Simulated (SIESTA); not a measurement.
InGe2SbTe5, 9 atoms in the cell. The structure is trigonal, space group P3m1 (No. 156). The conventional cell has a = 4.265 Å, b = 4.265 Å, c = 17.831 Å, α = 90.00°, β = 90.00°, γ = 120.00°. Te (site symmetry 3m) has 3 In at 2.92 Å as nearest neighbours. Te (site symmetry 3m) has 3 Sb at 3.02 Å and 3 Ge at 3.30 Å as nearest neighbours. Around Te (site symmetry 3m) lie 3 In at 3.15 Å and 3 Sb at 3.18 Å. Around Te (site symmetry 3m) lie 3 Ge at 2.85 Å. Te (site symmetry 3m) is surrounded by 3 Ge at 2.84 Å. Sb (site symmetry 3m) is surrounded by 6 Te at 3.02 to 3.18 Å. In (site symmetry 3m) is surrounded by 6 Te at 2.92 to 3.15 Å. Ge (site symmetry 3m) has 3 Te at 2.85 Å as nearest neighbours. The cell comes from a database or a generator and needn't be the stable form of this composition.

| Quantity | Value |
| --- | --- |
| Program | SIESTA 5.4.2 |
| Task | single point |
| Functional | PBE |
| Potentials or basis | PseudoDojo 0.4 standard (PBE files) |
| Basis | DZP (energy shift 0.003 Ry; two zetas on semicore shells) |
| Grid cutoff | 800 Ry |
| Energy shift | 0.003 Ry |
| k mesh | 7 × 7 × 2 |
| Occupations | fermi-dirac, width 0.05 eV |
| Spin | no spin polarisation |

Potentials or basis: PseudoDojo 0.4 standard (PBE files), DZP (energy shift 0.003 Ry; two zetas on semicore shells).

Launch:

```bash
$ siesta InGe2SbTe5.fdf > InGe2SbTe5.out 2>&1
```

Hardware: 1 thread of Arm Neoverse V1, with other jobs on the host.

Q: Estimate the wall time of this run.

A: It took 5.6 min on 1 thread of Arm Neoverse V1, with other jobs on the host, peak memory 0.98 GiB. Counts: scf iterations 15, k points 53, bands 207.
